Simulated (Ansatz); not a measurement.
# Si27C26N (Moissanite 3C): the cost of one run

Method: DFT, PBE, plane-wave PAW, default files, scalar-relativistic, as far as a step names no other, in Ansatz 0.2.0.

## (1) Starting point

The structure is cubic, space group F-43m (No. 216). The conventional cell has a = 13.074 Å, b = 13.074 Å, c = 13.074 Å, α = 90.00°, β = 90.00°, γ = 90.00°. Si (site symmetry 3m) has 1 N at 1.89 Å and 3 C at 1.89 Å as nearest neighbours. Si (site symmetry 2mm) has 4 C at 1.89 Å as nearest neighbours. Si (site symmetry m) is surrounded by 4 C at 1.89 Å. Si (site symmetry -43m) is surrounded by 4 C at 1.89 Å. Si (site symmetry 3m) is surrounded by 4 C at 1.89 Å. N (site symmetry -43m) is surrounded by 4 Si at 1.89 Å. C (site symmetry m) is surrounded by 4 Si at 1.89 Å. C (site symmetry 3m) is surrounded by 4 Si at 1.89 Å. Only part of the 10 independent sites is listed.

Structure file:

```
CELL_PARAMETERS angstrom
0.00000 6.53700 6.53700
6.53700 0.00000 6.53700
6.53700 6.53700 0.00000
ATOMIC_POSITIONS crystal
Si 0.00000 0.00000 0.00000
Si 0.00000 0.00000 0.33333
Si 0.00000 0.00000 0.66667
Si 0.00000 0.33333 0.00000
Si 0.00000 0.33333 0.33333
Si 0.00000 0.33333 0.66667
Si 0.00000 0.66667 0.00000
Si 0.00000 0.66667 0.33333
Si 0.00000 0.66667 0.66667
Si 0.33333 0.00000 0.00000
Si 0.33333 0.00000 0.33333
Si 0.33333 0.00000 0.66667
Si 0.33333 0.33333 0.00000
Si 0.33333 0.33333 0.33333
Si 0.33333 0.33333 0.66667
Si 0.33333 0.66667 0.00000
Si 0.33333 0.66667 0.33333
Si 0.33333 0.66667 0.66667
Si 0.66667 0.00000 0.00000
Si 0.66667 0.00000 0.33333
Si 0.66667 0.00000 0.66667
Si 0.66667 0.33333 0.00000
Si 0.66667 0.33333 0.33333
Si 0.66667 0.33333 0.66667
Si 0.66667 0.66667 0.00000
Si 0.66667 0.66667 0.33333
Si 0.66667 0.66667 0.66667
N 0.08333 0.08333 0.08333
C 0.08333 0.08333 0.41667
C 0.08333 0.08333 0.75000
C 0.08333 0.41667 0.08333
C 0.08333 0.41667 0.41667
C 0.08333 0.41667 0.75000
C 0.08333 0.75000 0.08333
C 0.08333 0.75000 0.41667
C 0.08333 0.75000 0.75000
C 0.41667 0.08333 0.08333
C 0.41667 0.08333 0.41667
C 0.41667 0.08333 0.75000
C 0.41667 0.41667 0.08333
C 0.41667 0.41667 0.41667
C 0.41667 0.41667 0.75000
C 0.41667 0.75000 0.08333
C 0.41667 0.75000 0.41667
C 0.41667 0.75000 0.75000
C 0.75000 0.08333 0.08333
C 0.75000 0.08333 0.41667
C 0.75000 0.08333 0.75000
C 0.75000 0.41667 0.08333
C 0.75000 0.41667 0.41667
C 0.75000 0.41667 0.75000
C 0.75000 0.75000 0.08333
C 0.75000 0.75000 0.41667
C 0.75000 0.75000 0.75000
```

Atom 28 of the input is the impurity.

## (2) First run, atoms as given

File input.yaml:

```yaml
crystal:
  lattice:
    - [0.0, 6.537, 6.537]
    - [6.537, 0.0, 6.537]
    - [6.537, 6.537, 0.0]
  atoms:
    - { symbol: Si, position: [0.0, 0.0, 0.0] }
    - { symbol: Si, position: [0.0, 0.0, 0.3333333333] }
    - { symbol: Si, position: [0.0, 0.0, 0.6666666667] }
    - { symbol: Si, position: [0.0, 0.3333333333, 0.0] }
    - { symbol: Si, position: [0.0, 0.3333333333, 0.3333333333] }
    - { symbol: Si, position: [0.0, 0.3333333333, 0.6666666667] }
    - { symbol: Si, position: [0.0, 0.6666666667, 0.0] }
    - { symbol: Si, position: [0.0, 0.6666666667, 0.3333333333] }
    - { symbol: Si, position: [0.0, 0.6666666667, 0.6666666667] }
    - { symbol: Si, position: [0.3333333333, 0.0, 0.0] }
    - { symbol: Si, position: [0.3333333333, 0.0, 0.3333333333] }
    - { symbol: Si, position: [0.3333333333, 0.0, 0.6666666667] }
    - { symbol: Si, position: [0.3333333333, 0.3333333333, 0.0] }
    - { symbol: Si, position: [0.3333333333, 0.3333333333, 0.3333333333] }
    - { symbol: Si, position: [0.3333333333, 0.3333333333, 0.6666666667] }
    - { symbol: Si, position: [0.3333333333, 0.6666666667, 0.0] }
    - { symbol: Si, position: [0.3333333333, 0.6666666667, 0.3333333333] }
    - { symbol: Si, position: [0.3333333333, 0.6666666667, 0.6666666667] }
    - { symbol: Si, position: [0.6666666667, 0.0, 0.0] }
    - { symbol: Si, position: [0.6666666667, 0.0, 0.3333333333] }
    - { symbol: Si, position: [0.6666666667, 0.0, 0.6666666667] }
    - { symbol: Si, position: [0.6666666667, 0.3333333333, 0.0] }
    - { symbol: Si, position: [0.6666666667, 0.3333333333, 0.3333333333] }
    - { symbol: Si, position: [0.6666666667, 0.3333333333, 0.6666666667] }
    - { symbol: Si, position: [0.6666666667, 0.6666666667, 0.0] }
    - { symbol: Si, position: [0.6666666667, 0.6666666667, 0.3333333333] }
    - { symbol: Si, position: [0.6666666667, 0.6666666667, 0.6666666667] }
    - { symbol: "N", position: [0.0833333333, 0.0833333333, 0.0833333333] }
    - { symbol: C, position: [0.0833333333, 0.0833333333, 0.4166666667] }
    - { symbol: C, position: [0.0833333333, 0.0833333333, 0.75] }
    - { symbol: C, position: [0.0833333333, 0.4166666667, 0.0833333333] }
    - { symbol: C, position: [0.0833333333, 0.4166666667, 0.4166666667] }
    - { symbol: C, position: [0.0833333333, 0.4166666667, 0.75] }
    - { symbol: C, position: [0.0833333333, 0.75, 0.0833333333] }
    - { symbol: C, position: [0.0833333333, 0.75, 0.4166666667] }
    - { symbol: C, position: [0.0833333333, 0.75, 0.75] }
    - { symbol: C, position: [0.4166666667, 0.0833333333, 0.0833333333] }
    - { symbol: C, position: [0.4166666667, 0.0833333333, 0.4166666667] }
    - { symbol: C, position: [0.4166666667, 0.0833333333, 0.75] }
    - { symbol: C, position: [0.4166666667, 0.4166666667, 0.0833333333] }
    - { symbol: C, position: [0.4166666667, 0.4166666667, 0.4166666667] }
    - { symbol: C, position: [0.4166666667, 0.4166666667, 0.75] }
    - { symbol: C, position: [0.4166666667, 0.75, 0.0833333333] }
    - { symbol: C, position: [0.4166666667, 0.75, 0.4166666667] }
    - { symbol: C, position: [0.4166666667, 0.75, 0.75] }
    - { symbol: C, position: [0.75, 0.0833333333, 0.0833333333] }
    - { symbol: C, position: [0.75, 0.0833333333, 0.4166666667] }
    - { symbol: C, position: [0.75, 0.0833333333, 0.75] }
    - { symbol: C, position: [0.75, 0.4166666667, 0.0833333333] }
    - { symbol: C, position: [0.75, 0.4166666667, 0.4166666667] }
    - { symbol: C, position: [0.75, 0.4166666667, 0.75] }
    - { symbol: C, position: [0.75, 0.75, 0.0833333333] }
    - { symbol: C, position: [0.75, 0.75, 0.4166666667] }
    - { symbol: C, position: [0.75, 0.75, 0.75] }
total_charge: 1
kpoints:
  mp_grid: { grid: [3, 3, 3] }
scf:
  occupations: { method: fermi_dirac, width: 0.01 }
hamiltonian:
  xc: pbe
  pseudopotentials: { kind: paw }
output:
  forces: true
  stress: true
  populations: true
  efg:
    quadrupole_moments_barn: { "N": 0.02044 }
    contact_densities: true
  write_density: true
  write_potential: true
  elf: true
  volumetric_format: npy
```

Command:

```console
$ ansatz run input.yaml --threads 1 --pin off --max-ram 3072MiB --backend cpu --events-out ev --progress --plain --runs-dir out
```

**Question.** How long does this run take on 1 thread of Intel Xeon 6975P-C (Granite Rapids), shared host, and how much memory does it need?

About 31 s, with a peak of 1 GiB.
